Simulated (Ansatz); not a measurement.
**C2H7BrSi: one species, many methods**

One table from this session's results is given with a row withheld; the runs are named, their logs left out.

Method: functionals in def2-TZVPP, the program's frozen cores in correlated methods; program: Ansatz 0.2.0, Gaussian basis.

Levels to be run: PBE-D4, r2SCAN-D4, PBE0-D4, B3LYP-D4, ωB97X-V, ωB97M-V, B2PLYP; CCSD(T)/def2-TZVPP; MP2/def2-QZVPP; extrapolation to the limit.

## Structure used throughout

All runs share one geometry, relaxed beforehand with PBE0-D4 in a triple-zeta def2 set.

SMILES `C[SiH2]CBr`, 11 atoms, charge 0, spin multiplicity 1.

Atoms are counted from 1 here; the program's logs count them from 0.

Bond lengths: C1–Si2 1.864 Å, C1–H5 1.092 Å, C1–H6 1.092 Å, C1–H7 1.093 Å, Si2–C3 1.884 Å, Si2–H8 1.486 Å, Si2–H9 1.492 Å, C3–Br4 1.949 Å, C3–H10 1.090 Å, C3–H11 1.089 Å. Angles: Si2–C1–H5 110.6°, Si2–C1–H6 110.6°, Si2–C1–H7 110.9°, H5–C1–H6 108.3°, H5–C1–H7 108.3°, H6–C1–H7 108.1°, C1–Si2–C3 111.2°, C1–Si2–H8 111.4°, C1–Si2–H9 110.6°, C3–Si2–H8 108.1°, C3–Si2–H9 106.8°, H8–Si2–H9 108.6°, Si2–C3–Br4 110.1°, Si2–C3–H10 112.6°, Si2–C3–H11 112.4°, Br4–C3–H10 106.3°, Br4–C3–H11 106.3°, H10–C3–H11 108.7°.

The first run:

File in.yaml:

```yaml
crystal:
  periodic: [false, false, false]
  atoms:
    - {symbol: C, position_ang: [-1.168789, 1.038945, 0.186066]}
    - {symbol: Si, position_ang: [-0.006047, -0.316129, 0.720887]}
    - {symbol: C, position_ang: [1.270444, -0.686708, -0.613964]}
    - {symbol: Br, position_ang: [0.380692, -1.265489, -2.248069]}
    - {symbol: H, position_ang: [-1.703076, 0.749770, -0.721088]}
    - {symbol: H, position_ang: [-1.904212, 1.244424, 0.967150]}
    - {symbol: H, position_ang: [-0.623057, 1.963451, -0.017115]}
    - {symbol: H, position_ang: [-0.740715, -1.572876, 1.019763]}
    - {symbol: H, position_ang: [0.750978, 0.093085, 1.939619]}
    - {symbol: H, position_ang: [1.863292, 0.187644, -0.881492]}
    - {symbol: H, position_ang: [1.945791, -1.493118, -0.331156]}
basis:
  gaussian: {orbitals: def2-TZVPP}
hamiltonian: {xc: pbe, dispersion: d4}
output: {forces: true, orbitals: {seedname: orbitals}}
```

Command:

```bash
> ansatz run in.yaml --threads 4 --pin off --events-out ev --progress --plain --max-ram 10444MiB
```

Among the steps run: PBE-D4 (GGA); r2SCAN-D4 (meta-GGA); PBE0-D4 (hybrid); B3LYP-D4 (hybrid); ωB97X-V (range-separated); ωB97M-V (range-separated); B2PLYP (double hybrid); CCSD(T) in def2-TZVPP; MP2 in def2-QZVPP.

One table of the session follows, with a row left open; its other results are not shown here.

| method | atomisation energy (eV) |
| --- | --- |
| PBE-D4 | 39.265 |
| r2SCAN-D4 | 39.052 |
| PBE0-D4 | 38.974 |
| B3LYP-D4 | 38.916 |
| ωB97X-V | 39.078 |
| ωB97M-V | 39.011 |
| B2PLYP | 38.493 |
| HF/def2-TZVPP | 29.462 |
| MP2/def2-TZVPP | 38.333 |
| CCSD/def2-TZVPP | 37.684 |
| CCSD(T)/def2-TZVPP | 38.132 |
| MP2/CBS | ? |
| CCSD(T)/CBS | 39.063 |

**Question.** Estimate the row for MP2/CBS.

The run gave: atomisation energy (eV): 39.264. In the column «atomisation energy (eV)» it lies between ωB97X-V (39.078) and PBE-D4 (39.265).

To keep in mind: Free atoms (2 C, 1 Si, 1 Br, 7 H) were run apart at each level; the atomisation energy is their sum less the molecule, without zero-point or spin-orbit terms.
